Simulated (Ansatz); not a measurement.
# C4H4Si (Si(CCH)2H2): the cost of one run

Method: RKS PBE0-D4/def2-SVP; program: Ansatz 0.2.0.

1 further run of the same task is left out (set aside as unsound or not needed).

## (1) Where the work starts

9 atoms, charge 0, spin multiplicity 1.

Atoms are counted from 1 here; the program's logs count them from 0.

Bond lengths: Si1–C2 1.837 Å, Si1–C5 1.837 Å, Si1–H8 1.501 Å, Si1–H9 1.501 Å, C2–C3 1.228 Å, C3–H4 1.083 Å, C5–C6 1.228 Å, C6–H7 1.083 Å. Angles: C2–Si1–C5 110.1°, C2–Si1–H8 109.3°, C2–Si1–H9 109.3°, C5–Si1–H8 109.3°, C5–Si1–H9 109.3°, H8–Si1–H9 109.4°, Si1–C2–C3 179.5°, C2–C3–H4 179.6°, Si1–C5–C6 179.3°, C5–C6–H7 179.5°.

Geometry (Å):

```
Si   -0.7891   -0.0047   -0.5363
C    -0.7658   -0.0259    1.3007
C    -0.7619   -0.0409    2.5288
H    -0.7504   -0.0529    3.6114
C     0.9280    0.0277   -1.1892
C     2.0707    0.0483   -1.6392
H     3.0814    0.0669   -2.0270
H    -1.5242    1.2156   -1.0102
H    -1.4888   -1.2342   -1.0390
```

## (2) Relaxation

Input file input.yaml:

```yaml
crystal:
  periodic: [false, false, false]
  atoms:
    - { symbol: Si, position_ang: [-0.78905, -0.004667, -0.53634] }
    - { symbol: C, position_ang: [-0.765823, -0.025906, 1.300666] }
    - { symbol: C, position_ang: [-0.761872, -0.040901, 2.52882] }
    - { symbol: H, position_ang: [-0.750351, -0.052896, 3.611386] }
    - { symbol: C, position_ang: [0.928013, 0.027712, -1.189198] }
    - { symbol: C, position_ang: [2.070687, 0.048321, -1.639174] }
    - { symbol: H, position_ang: [3.081382, 0.066949, -2.026954] }
    - { symbol: H, position_ang: [-1.524221, 1.215582, -1.010182] }
    - { symbol: H, position_ang: [-1.488774, -1.234183, -1.039023] }
basis:
  gaussian: { orbitals: def2-SVP }
hamiltonian:
  xc: pbe0
  dispersion: d4
output:
  forces: true
relax:
  f_tol: 0.003
  max_steps: 120
```

Started as:

```bash
> ansatz run input.yaml --threads 1 --pin off --max-ram 2560MiB --backend cpu --events-out ev --progress --plain --runs-dir out
```

What time and memory should one allow on 1 thread of Arm Neoverse V2, shared host?

About 23 s, with a peak of 0.18 GiB.
